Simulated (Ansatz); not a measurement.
**AlSn under changes of volume**

One of the cells (25.236 Å³/atom); the others are scaled copies at fixed shape and fractional positions:

```
Sn Al
1.0
     4.19811    0.00000    0.00000
    -2.09905    3.63567    0.00000
     0.00000    0.00000    3.30685
Sn Al
1 1
Direct
  0.33333 0.66667 0.50000
  0.00000 0.00000 0.00000
```

The cell comes from a database or a generator and needn't be the stable form of this composition.

| Property | Result |
| --- | --- |
| Program | Ansatz 0.2.0 |
| Functional | PBE |
| Potentials or basis | Ansatz PAW |
| Cutoff | 420 eV (not typed: the program's choice for these potentials) |
| k mesh | 7 × 7 × 8 |
| Occupations | fermi-dirac, width 0.05 eV |
| Spin | no spin polarisation |

```csv
volume (Å³/atom),energy over the lowest point (meV/atom),pressure (GPa)
23.722,19.12,3.9
24.227,8.79,2.6
24.731,2.56,1.3
25.236,0.00,0.2
25.741,?,?
26.245,4.38,-1.6
26.750,10.49,-2.3
```

Question: What does the run at 25.741 Å³/atom give?

Answer: Energy over the lowest point 0.73 meV/atom; pressure -0.7 GPa.

Worked out: A Birch-Murnaghan fit of order 3 (a polynomial in V^(-2/3)) to the other rows has its minimum at 25.37 Å³/atom with B0 = V·E''(V) = 50 GPa and B' = 5.1 at fixed shape and positions, which overstates the stiffness. It gives 0.75 meV/atom at 25.741 Å³/atom, against the run's 0.73, and -dE/dV = -0.7 GPa, against -0.7.

Energies are extrapolated to zero smearing.
